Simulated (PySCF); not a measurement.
# C13H9N: the cost of one run

Computed with PySCF 2.14.0, with density-fitted response routines of our own, on a single molecule, in the gas phase or a continuum. Atoms count from 0, in the outputs and in this text.

## 1. Starting geometry

23 atoms, charge 0, multiplicity 1; geometry from: GFN2-xTB.

Bonds of the start (Å): C0–C1 1.41, C1–C2 1.36, C2–C3 1.42, C3–C4 1.39, C4–C5 1.39, C5–N6 1.36, N6–C7 1.30, C7–C8 1.42, C8–C9 1.36, C9–C10 1.42, C10–C11 1.39, C11–C12 1.39, C12–C13 1.42, C13–C0 1.36, C12–C3 1.43, C10–C5 1.43, C0–H14 1.08, C1–H15 1.08, C2–H16 1.08, C4–H17 1.08, C7–H18 1.08, C8–H19 1.08, C9–H20 1.08, C11–H21 1.08, C13–H22 1.08.

## 2. Relaxing the molecule at PBE0-D3(BJ)/def2-SVP

Job settings and geometry (Å):

```
{"job": {"xc": "PBE0", "basis": "def2-SVP", "d3": "d3bj", "grid": 2, "kind": "geom"}, "charge": 0, "multiplicity": 1}
C      3.347740    -1.161080    -1.061300
C      3.591020     0.209680    -0.828090
C      2.586820     1.027850    -0.410040
C      1.276550     0.526000    -0.199960
C      0.232210     1.343830     0.223680
C     -1.045620     0.831160     0.426740
N     -2.029430     1.668330     0.841040
C     -3.217610     1.187010     1.033090
C     -3.568860    -0.170330     0.837710
C     -2.606380    -1.038150     0.418700
C     -1.289740    -0.561930     0.195000
C     -0.246880    -1.376750    -0.230090
C      1.031970    -0.864940    -0.433060
C      2.105950    -1.682960    -0.867810
H      4.160340    -1.790540    -1.393700
H      4.586150     0.599490    -0.985750
H      2.767060     2.077640    -0.229520
H      0.399050     2.394870     0.403330
H     -3.968250     1.895000     1.363890
H     -4.582490    -0.492940     1.020570
H     -2.820230    -2.085420     0.251800
H     -0.434090    -2.427680    -0.405950
H      1.912430    -2.732040    -1.042020
```

Q: Estimate the wall time of this first job on 8 threads of Intel Xeon Platinum 8488C (Sapphire Rapids), shared host.

About 2.7 min.
